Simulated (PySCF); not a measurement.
# C5H8OSi2: excited states, first hyperpolarisability

What do calculations give for the excited states, first hyperpolarisability of C5H8OSi2 (`O=CC1=CC=C([SiH3])[SiH2]1`)?

Programs: PySCF 2.14.0, with routines of our own; each step states its level. All values are computed. Atoms count from 0.

## (1) The starting structure

16 atoms, charge 0, multiplicity 1; geometry from: GFN2-xTB.

## (2) Geometry optimisation at PBE0-D3(BJ)/def2-SVP

The job: settings as JSON, then the geometry in Å.

```
{"job": {"xc": "PBE0", "basis": "def2-SVP", "d3": "d3bj", "grid": 2, "kind": "geom"}, "charge": 0, "multiplicity": 1}
O     -3.664168     0.972938     0.050036
C     -3.002722     0.092896     0.554614
C     -1.583089    -0.059015     0.371753
C     -0.833492    -1.038108     0.929731
C      0.574637    -1.013129     0.619516
C      1.014618    -0.026492    -0.190635
Si     2.807293     0.171392    -0.709365
Si    -0.475543     1.062280    -0.673867
H     -3.479222    -0.668946     1.207860
H     -1.238559    -1.807685     1.574240
H      1.221490    -1.772484     1.038317
H      2.881605     0.081954    -2.169098
H      3.618272    -0.886212    -0.101204
H      3.279357     1.483775    -0.263152
H     -0.767084     0.996576    -2.102966
H     -0.360993     2.419205    -0.147191
```

Run with:

```
$ OMP_NUM_THREADS=1 python excited_run.py task.json out
```

This one command runs all jobs of the session in turn.

Output:

```text
step   0  E = -848.58184471  max force = 0.024122
step   1  E = -848.58628081  max force = 0.001734
step   2  E = -848.58632065  max force = 0.000729
step   3  E = -848.58631538  max force = 0.001453
step   4  E = -848.58633090  max force = 0.000199
optimisation converged
```

Wall time 99 s (1 thread of Arm Neoverse N1, shared host); peak memory 0.76 GiB.

Along the way:

```tsv
step	energy from step 0 (eV)	largest force component (eV/Å)
0	0.0000	1.2404
1	-0.1207	0.0892
2	-0.1218	0.0375
3	-0.1217	0.0747
4	-0.1221	0.0102
```

Close pairs (by a distance rule), those that changed most:

```tsv
bond	before (Å)	after (Å)	change (Å)
Si7–H14	1.460	1.491	+0.031
Si7–H15	1.460	1.491	+0.031
Si6–H11	1.464	1.495	+0.031
Si6–H13	1.464	1.495	+0.031
Si6–H12	1.465	1.495	+0.030
C3–C4	1.442	1.471	+0.028
C1–C2	1.439	1.461	+0.022
C5–Si7	1.908	1.890	-0.018
```

The next job starts from the end point, and lists it.

```tsv
at the end point	value
point group (found at 0.08 Å tolerance)	Cs
rotational constants (GHz, main isotopes)	4.073, 0.735, 0.632
dipole moment (D)	3.12
```

## (3) Excited states: TDA wB97X-D/def2-TZVP

The job: settings as JSON, then the geometry in Å.

```
{"job": {"kind": "states", "xc": "wB97X-D", "basis": "def2-TZVP", "tda": true, "soc": true, "nstates": 6, "ntriplets": 5, "nquad": 4}, "charge": 0, "multiplicity": 1}
O     -3.656929     0.998831     0.078006
C     -2.976597     0.130686     0.572654
C     -1.535332     0.006433     0.366751
C     -0.771255    -0.968841     0.920893
C      0.664839    -0.943390     0.605320
C      1.119005     0.045734    -0.210873
Si     2.903079     0.230600    -0.716724
Si    -0.391691     1.088387    -0.659256
H     -3.432986    -0.649615     1.236784
H     -1.182267    -1.748237     1.574668
H      1.317493    -1.714512     1.033201
H      3.032036     0.151365    -2.204305
H      3.720082    -0.853572    -0.090596
H      3.430740     1.561095    -0.284199
H     -0.691956     1.078013    -2.119831
H     -0.290083     2.495504    -0.176262
```

With the program's defaults for keys left out, this is: TDA wB97X-D/def2-TZVP excited states, vertical, gas phase, spin-orbit mean-field couplings.

Output:

```text
coarse grid: 14728 points
cycle   1  E = -849.3701624958  dE =  1.178e+00  |g| = 8.667e-01  |ddm| = 3.274e+00
cycle   2  E = -849.1673805292  dE =  2.028e-01  |g| = 1.409e+00  |ddm| = 3.553e+00
cycle   3  E = -849.5305449482  dE = -3.632e-01  |g| = 8.499e-02  |ddm| = 2.603e+00
cycle   4  E = -849.5322704669  dE = -1.726e-03  |g| = 5.287e-02  |ddm| = 1.292e-01
cycle   5  E = -849.5329764428  dE = -7.060e-04  |g| = 1.038e-02  |ddm| = 6.807e-02
cycle   6  E = -849.5330223126  dE = -4.587e-05  |g| = 4.558e-03  |ddm| = 2.854e-02
cycle   7  E = -849.5330316470  dE = -9.334e-06  |g| = 2.194e-03  |ddm| = 1.390e-02
final grid: 134080 points
cycle   8  E = -849.5236010399  dE = -1.576e-04  |g| = 6.558e-03  |ddm| = 1.150e-01
cycle   9  E = -849.5236036006  dE = -2.561e-06  |g| = 5.180e-03  |ddm| = 1.447e-02
cycle  10  E = -849.5236083817  dE = -4.781e-06  |g| = 1.571e-03  |ddm| = 3.611e-03
cycle  11  E = -849.5236088888  dE = -5.072e-07  |g| = 4.577e-04  |ddm| = 2.429e-03
cycle  12  E = -849.5236089559  dE = -6.709e-08  |g| = 2.475e-04  |ddm| = 9.106e-04
cycle  13  E = -849.5236089746  dE = -1.874e-08  |g| = 6.515e-05  |ddm| = 6.387e-04
cycle  14  E = -849.5236089777  dE = -3.017e-09  |g| = 4.123e-05  |ddm| = 2.258e-04
cycle  15  E = -849.5236089786  dE = -8.993e-10  |g| = 7.685e-06  |ddm| = 1.613e-04
converged SCF energy = -849.5236089786

Singlet excitations
state   eV       nm        f     d(h-e)  d(exc)  Lambda  PR(NTO)  |dmu|/D   mu/D   main configurations
  1   3.5501   349.2   0.00031   1.483   2.934   0.405   1.014    4.193    2.771   H-1->L 0.83, H-1->L+1 0.15
  2   4.3778   283.2   0.34399   0.333   3.000   0.803   1.107    1.151    4.338   H->L 0.93
  3   4.7495   261.0   0.00000   0.913   2.954   0.500   1.042    2.790    5.302   H-2->L 0.91
  4   5.4867   226.0   0.00162   0.457   2.781   0.525   1.253    0.857    2.651   H-4->L 0.80
  5   6.1111   202.9   0.00069   1.786   3.312   0.426   1.236                     H-1->L+1 0.59, H-1->L 0.13, H-1->L+4 0.09
  6   6.2306   199.0   0.05314   0.632   3.364   0.701   1.701                     H-3->L 0.69, H->L+1 0.23

Triplet excitations (Tamm-Dancoff)
state   eV     d(h-e)  d(exc)  Lambda  PR(NTO)   main configurations
  1   2.4359   0.104   2.748   0.811   1.071   H->L 0.94
  2   3.1006   1.329   2.787   0.407   1.013   H-1->L 0.77, H-1->L+1 0.21
  3   4.3713   0.863   2.878   0.498   1.036   H-2->L 0.90
  4   4.3797   0.146   2.415   0.712   1.868   H-3->L 0.50, H->L+1 0.27, H-7->L 0.12
  5   5.0539   0.510   2.723   0.523   1.219   H-4->L 0.80
S1 - T1 = 1.1142 eV

Spin-orbit couplings |<S|Hso|T>| (cm-1)
             T1       T2       T3       T4       T5
S0        0.185   49.679    2.479    0.171   16.052
S1       14.346    0.450    2.180   13.164    8.008
S2        0.018   13.437    5.686    0.236    4.962
S3        3.973    0.761    0.769   12.212   22.007
S4        5.154    7.601   21.912    9.322    1.877
S5        5.937    4.257    4.879    2.626    2.837
S6        0.036    2.766   20.525    0.763   16.693
T1 sublevels (cm-1): 0.000 0.000 0.013   radiative rates (1/s): 0.000185 0.0002 0.195
```

It took 2.2 min on 1 thread of Arm Neoverse N1, shared host; peak memory 1.3 GiB.

In short:

```tsv
quantity	value
S1 less T1	1.11 eV
```

## (4) Excited states: TDDFT CAM-B3LYP/aug-cc-pVDZ

The job, as its differences from that of step 3:

```diff
@@ -1,2 +1,2 @@
-{"job": {"kind": "states", "xc": "wB97X-D", "basis": "def2-TZVP", "tda": true, "soc": true, "nstates": 6, "ntriplets": 5, "nquad": 4}, "charge": 0, "multiplicity": 1}
+{"job": {"kind": "states", "xc": "CAM-B3LYP", "basis": "aug-cc-pVDZ", "tpa": true, "nstates": 8, "nquad": 6, "ntriplets": 0}, "charge": 0, "multiplicity": 1}
 O     -3.656929     0.998831     0.078006
```

Level: TDDFT CAM-B3LYP/aug-cc-pVDZ excited states, vertical, gas phase, two-photon moments by quadratic response.

Output:

```text
coarse grid: 14728 points
cycle   1  E = -849.2254302394  dE =  1.203e+00  |g| = 8.074e-01  |ddm| = 2.082e+01
cycle   2  E = -848.9586384671  dE =  2.668e-01  |g| = 1.453e+00  |ddm| = 6.816e+00
cycle   3  E = -849.3725370443  dE = -4.139e-01  |g| = 9.152e-02  |ddm| = 4.399e+00
cycle   4  E = -849.3743450713  dE = -1.808e-03  |g| = 5.875e-02  |ddm| = 5.686e-01
cycle   5  E = -849.3752770712  dE = -9.320e-04  |g| = 9.257e-03  |ddm| = 2.953e-01
cycle   6  E = -849.3753092729  dE = -3.220e-05  |g| = 4.274e-03  |ddm| = 6.351e-02
cycle   7  E = -849.3753151726  dE = -5.900e-06  |g| = 2.107e-03  |ddm| = 2.653e-02
final grid: 134080 points
cycle   8  E = -849.3988272512  dE = -1.003e-05  |g| = 3.979e-03  |ddm| = 2.478e-01
cycle   9  E = -849.3988244926  dE =  2.759e-06  |g| = 5.285e-03  |ddm| = 3.905e-02
cycle  10  E = -849.3988316345  dE = -7.142e-06  |g| = 7.161e-04  |ddm| = 1.808e-02
cycle  11  E = -849.3988317472  dE = -1.127e-07  |g| = 1.853e-04  |ddm| = 2.825e-03
cycle  12  E = -849.3988317565  dE = -9.373e-09  |g| = 9.036e-05  |ddm| = 1.406e-03
cycle  13  E = -849.3988317597  dE = -3.128e-09  |g| = 3.852e-05  |ddm| = 6.074e-04
cycle  14  E = -849.3988317602  dE = -5.225e-10  |g| = 1.055e-05  |ddm| = 1.981e-04
converged SCF energy = -849.3988317602

Singlet excitations
state   eV       nm        f     d(h-e)  d(exc)  Lambda  PR(NTO)  |dmu|/D   mu/D   delta(TPA)   sigma/GM   main configurations
  1   3.5526   349.0   0.00032   1.465   2.943   0.386   1.014    4.071    2.493        0.27      0.001   H-1->L 0.82, H-1->L+3 0.09
  2   4.0866   303.4   0.25050   0.351   3.026   0.780   1.152    1.165    4.423      108.19      0.662   H->L 0.96
  3   4.8082   257.9   0.00000   0.944   3.010   0.485   1.045    2.892    5.528        0.28      0.002   H-2->L 0.91
  4   5.5419   223.7   0.00063   0.473   2.828   0.502   1.301    0.906    2.728        1.30      0.015   H-4->L 0.77
  5   6.1008   203.2   0.00093   1.811   3.446   0.358   1.283    4.237    2.829        5.62      0.077   H-1->L+3 0.38, H-1->L+7 0.22, H-1->L 0.13
  6   6.2007   200.0   0.05209   0.551   3.449   0.651   1.763    1.610    3.263     3171.67     44.675   H-3->L 0.70, H->L+3 0.14, H->L+7 0.09
  7   6.3340   195.7   0.00016   0.951   4.307   0.215   1.024                                            H->L+1 0.79, H->L+5 0.10
  8   6.5689   188.7   0.20552   1.157   3.337   0.517   1.759                                            H->L+3 0.52, H-3->L 0.19, H->L+7 0.16
```

It took 2.3 min on 1 thread of Arm Neoverse N1, shared host; peak memory 1.1 GiB.

## (5) First hyperpolarisability: quadratic response CAM-B3LYP/aug-cc-pVDZ

The job, as its differences from that of step 4:

```diff
@@ -1,2 +1,2 @@
-{"job": {"kind": "states", "xc": "CAM-B3LYP", "basis": "aug-cc-pVDZ", "tpa": true, "nstates": 8, "nquad": 6, "ntriplets": 0}, "charge": 0, "multiplicity": 1}
+{"job": {"kind": "beta", "xc": "CAM-B3LYP", "basis": "aug-cc-pVDZ"}, "charge": 0, "multiplicity": 1}
 O     -3.656929     0.998831     0.078006
```

Method: quadratic response CAM-B3LYP/aug-cc-pVDZ first hyperpolarisability, Taylor convention, gas phase.

Output:

```text
coarse grid: 14728 points
cycle   1  E = -849.2254302394  dE =  1.203e+00  |g| = 8.074e-01  |ddm| = 2.082e+01
cycle   2  E = -848.9586384671  dE =  2.668e-01  |g| = 1.453e+00  |ddm| = 6.816e+00
cycle   3  E = -849.3725370443  dE = -4.139e-01  |g| = 9.152e-02  |ddm| = 4.399e+00
cycle   4  E = -849.3743450713  dE = -1.808e-03  |g| = 5.875e-02  |ddm| = 5.686e-01
cycle   5  E = -849.3752770712  dE = -9.320e-04  |g| = 9.257e-03  |ddm| = 2.953e-01
cycle   6  E = -849.3753092729  dE = -3.220e-05  |g| = 4.274e-03  |ddm| = 6.351e-02
cycle   7  E = -849.3753151726  dE = -5.900e-06  |g| = 2.107e-03  |ddm| = 2.653e-02
final grid: 134080 points
cycle   8  E = -849.3988272512  dE = -1.003e-05  |g| = 3.979e-03  |ddm| = 2.478e-01
cycle   9  E = -849.3988244926  dE =  2.759e-06  |g| = 5.285e-03  |ddm| = 3.905e-02
cycle  10  E = -849.3988316345  dE = -7.142e-06  |g| = 7.161e-04  |ddm| = 1.808e-02
cycle  11  E = -849.3988317472  dE = -1.127e-07  |g| = 1.853e-04  |ddm| = 2.825e-03
cycle  12  E = -849.3988317565  dE = -9.373e-09  |g| = 9.036e-05  |ddm| = 1.406e-03
cycle  13  E = -849.3988317597  dE = -3.128e-09  |g| = 3.852e-05  |ddm| = 6.074e-04
cycle  14  E = -849.3988317602  dE = -5.225e-10  |g| = 1.055e-05  |ddm| = 1.981e-04
converged SCF energy = -849.3988317602

Lowest singlets (eV, f): 3.5526 0.0003  4.0866 0.2505  4.8082 0.0000

First hyperpolarisability (au)
process     nm      |vector|   parallel      HRS      DR
static         -      312.31      44.85     144.51   3.691
shg       1907.0      370.40      62.16     168.57   3.842
eope      1907.0      330.25      50.16          -       -
shg       1064.0      562.84     121.76     248.26   4.176
eope      1064.0      374.99      63.54          -       -
```

Wall time 1.7 min (1 thread of Arm Neoverse N1, shared host); peak memory 1.1 GiB.

## (6) Excited states: TDA wB97X-D/def2-TZVP in ethanol

The job, as its differences from that of step 5:

```diff
@@ -1,2 +1,2 @@
-{"job": {"kind": "beta", "xc": "CAM-B3LYP", "basis": "aug-cc-pVDZ"}, "charge": 0, "multiplicity": 1}
+{"job": {"kind": "states", "xc": "wB97X-D", "basis": "def2-TZVP", "tda": true, "soc": true, "nstates": 6, "ntriplets": 5, "nquad": 4, "solvent": "ethanol"}, "charge": 0, "multiplicity": 1}
 O     -3.656929     0.998831     0.078006
```

With the program's defaults for keys left out, this is: TDA wB97X-D/def2-TZVP excited states, vertical, IEF-PCM ethanol (non-equilibrium response), spin-orbit mean-field couplings.

Output:

```text
coarse grid: 14728 points
cycle   1  E = -849.3970633048  dE =  1.152e+00  |g| = 8.335e-01  |ddm| = 3.269e+00
cycle   2  E = -849.2847747985  dE =  1.123e-01  |g| = 1.211e+00  |ddm| = 2.296e+00
cycle   3  E = -849.5393542804  dE = -2.546e-01  |g| = 7.241e-02  |ddm| = 1.567e+00
cycle   4  E = -849.5406711121  dE = -1.317e-03  |g| = 4.572e-02  |ddm| = 1.101e-01
cycle   5  E = -849.5411901678  dE = -5.191e-04  |g| = 9.539e-03  |ddm| = 5.269e-02
cycle   6  E = -849.5412290451  dE = -3.888e-05  |g| = 4.291e-03  |ddm| = 2.029e-02
cycle   7  E = -849.5412385021  dE = -9.457e-06  |g| = 1.756e-03  |ddm| = 1.009e-02
final grid: 134080 points
cycle   8  E = -849.5317409815  dE = -1.599e-04  |g| = 6.247e-03  |ddm| = 1.143e-01
cycle   9  E = -849.5317449517  dE = -3.970e-06  |g| = 4.190e-03  |ddm| = 1.284e-02
cycle  10  E = -849.5317478171  dE = -2.865e-06  |g| = 1.473e-03  |ddm| = 2.824e-03
cycle  11  E = -849.5317482656  dE = -4.485e-07  |g| = 4.604e-04  |ddm| = 2.156e-03
cycle  12  E = -849.5317483647  dE = -9.915e-08  |g| = 2.178e-04  |ddm| = 9.531e-04
cycle  13  E = -849.5317483896  dE = -2.494e-08  |g| = 6.634e-05  |ddm| = 6.106e-04
cycle  14  E = -849.5317483955  dE = -5.911e-09  |g| = 3.758e-05  |ddm| = 3.228e-04
cycle  15  E = -849.5317483963  dE = -7.958e-10  |g| = 1.082e-05  |ddm| = 1.018e-04
converged SCF energy = -849.5317483963

Singlet excitations
state   eV       nm        f     d(h-e)  d(exc)  Lambda  PR(NTO)  |dmu|/D   mu/D   main configurations
  1   3.7470   330.9   0.00046   1.380   2.895   0.424   1.018    4.315    3.299   H-1->L 0.84, H-1->L+1 0.14
  2   4.2736   290.1   0.40772   0.408   3.012   0.798   1.096    1.605    6.011   H->L 0.94
  3   4.7180   262.8   0.00001   0.954   2.972   0.495   1.041    3.276    6.863   H-2->L 0.91
  4   5.4436   227.8   0.00175   0.428   2.774   0.524   1.190    0.958    4.067   H-4->L 0.82
  5   6.2033   199.9   0.07835   0.642   3.369   0.698   1.647                     H-3->L 0.70, H->L+1 0.22
  6   6.3123   196.4   0.00025   1.738   3.304   0.442   1.205                     H-1->L+1 0.64, H-1->L 0.13

Triplet excitations (Tamm-Dancoff)
state   eV     d(h-e)  d(exc)  Lambda  PR(NTO)   main configurations
  1   2.4505   0.128   2.754   0.803   1.068   H->L 0.94
  2   3.3206   1.259   2.765   0.426   1.017   H-1->L 0.78, H-1->L+1 0.19
  3   4.3450   0.902   2.896   0.493   1.032   H-2->L 0.89
  4   4.3699   0.184   2.420   0.710   1.818   H-3->L 0.53, H->L+1 0.25, H-8->L 0.12
  5   5.0362   0.469   2.711   0.522   1.190   H-4->L 0.80
S1 - T1 = 1.2965 eV

Spin-orbit couplings |<S|Hso|T>| (cm-1)
             T1       T2       T3       T4       T5
S0        0.180   47.851    2.559    0.167   16.096
S1       13.265    0.419    3.467   10.934    8.253
S2        0.020   13.178    5.527    0.087    5.697
S3        4.131    1.975    0.568   11.973   21.163
S4        5.906    7.985   21.213    9.200    2.058
S5        0.037    3.831   20.448    0.234   16.906
S6        5.661    3.988    2.026    2.886    2.958
T1 sublevels (cm-1): 0.000 0.000 0.007   radiative rates (1/s): 0.000306 5.99e-05 0.162
```

Run time: 2.3 min. Hardware: 1 thread of Arm Neoverse N1, shared host; peak memory 1.3 GiB.

In short:

```tsv
quantity	value
S1 less T1	1.30 eV
```

## (7) Results

| quantity | value |
| --- | --- |
| point group | Cs |
| rotational constants (main isotopes) | 4.07, 0.73, 0.63 GHz |
| S1 less T1 (step 3, TDA wB97X-D/def2-TZVP) | 1.11 eV |
| β vector (step 5, quadratic response CAM-B3LYP/aug-cc-pVDZ) | static 312, SHG 1907.0 nm 370, SHG 1064.0 nm 563 au |
| S1 less T1 (step 6, TDA wB97X-D/def2-TZVP in ethanol) | 1.30 eV |

**Reading.** Relaxing lowered the energy by 0.122 eV in 4 steps; the close pair that moved most is Si7–H14, from 1.460 to 1.491 Å. No frequency check was run at this level, so the end point may be a saddle. In step 3, the number of triplets below S1 is 2, and the largest singlet-triplet spin-orbit coupling is S0–T2, 49.68 cm⁻¹. β grows from 312 au (static) to 563 au for doubling at 1064.0 nm: normal dispersion, which grows as twice the photon energy moves toward the bright states. In step 6, the number of triplets below S1 is 2, and the largest singlet-triplet spin-orbit coupling is S0–T2, 47.85 cm⁻¹.
